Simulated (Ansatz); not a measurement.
# WHCl₂ (quartet): from Hartree-Fock to the top rungs, def2-SVP

An exercise on one series of results from a longer session: the logs are not shown, and one member is left open.

Computed with Ansatz 0.2.0, Gaussian basis. Level: def2-SVP, core rule «outside noble gas», up to 14 orbitals frozen.

Plan: UHF; CCSD(T) on ROHF; CCSD(T) on UHF; CISD; CCSDT(Q) on ROHF; CCSDT(Q) on UHF; CASSCF and NEVPT2, 17 electrons in 13 orbitals.

5 further runs of the same task are left out: 5 set aside as unsound or not needed.

## The system

The geometry is a PBE0/def2-TZVP stationary point (not a proven minimum) of the parent state, kept for this charge and spin. No spin-orbit coupling is included. Elements past krypton take def2 core potentials.

4 atoms, charge 0, spin multiplicity 4.

Atoms are counted from 1 here; the program's logs count them from 0.

Bond lengths: W1–Cl2 2.234 Å, W1–Cl3 2.234 Å, W1–H4 1.699 Å. Angles: Cl2–W1–Cl3 132.8°, Cl2–W1–H4 111.7°, Cl3–W1–H4 111.7°.

The first run:

Contents of in.yaml:

```yaml
crystal:
  periodic: [false, false, false]
  atoms:
    - {symbol: W, position_ang: [0.015777, -0.241163, 0.000000]}
    - {symbol: Cl, position_ang: [-0.033166, 0.651506, -2.047512]}
    - {symbol: Cl, position_ang: [-0.033166, 0.651506, 2.047512]}
    - {symbol: H, position_ang: [-0.544441, -1.845619, 0.000000]}
basis:
  gaussian: {orbitals: def2-SVP}
magnetization: {spin_polarized: true, initial_magnetization: 3}
hamiltonian: {xc: hf}
output: {orbitals: {seedname: orbitals}}
```

On the command line:

```
$ ansatz run in.yaml --threads 1 --pin off --events-out ev --progress --plain --max-ram 4096MiB --backend cpu
```

Steps of the session up to this table: UHF; CCSD(T) on ROHF; CCSD(T) on UHF; CISD; CCSDT(Q) on ROHF; CCSDT(Q) on UHF; CASSCF and NEVPT2, 17 electrons in 13 orbitals.

One table of the session follows, with a row left open; its other results are not shown here.

| method | from RCCSDT(Q) (meV) |
| --- | --- |
| ROHF | +11820.8 |
| UHF | +11629.0 |
| RMP2 | +1324.5 |
| UMP2 | +1235.7 |
| RCCSD | +384.9 |
| UCCSD | +315.0 |
| RCCSD(T) | +48.3 |
| UCCSD(T) | -18.6 |
| RCCSDT | ? |
| UCCSDT | -52.2 |
| RCCSDT(Q) | 0 |
| UCCSDT(Q) | -76.3 |
| CASSCF valence | +10508.7 |
| NEVPT2 valence | +1820.9 |

Estimate the missing values for RCCSDT.

**Answer.** from RCCSDT(Q) (meV): +15.3. In the column «from RCCSDT(Q) (meV)» it lies between RCCSDT(Q) (0) and RCCSD(T) (+48.3).

Not comparable, so not listed: CISD (they don't share determinant, frozen orbitals or solution with the rows shown, or repeat one).

To keep in mind: Restricted and unrestricted rows rest on different reference determinants; where their highest levels disagree by more than a few hundredths of an eV, they describe different states and don't form one ladder.
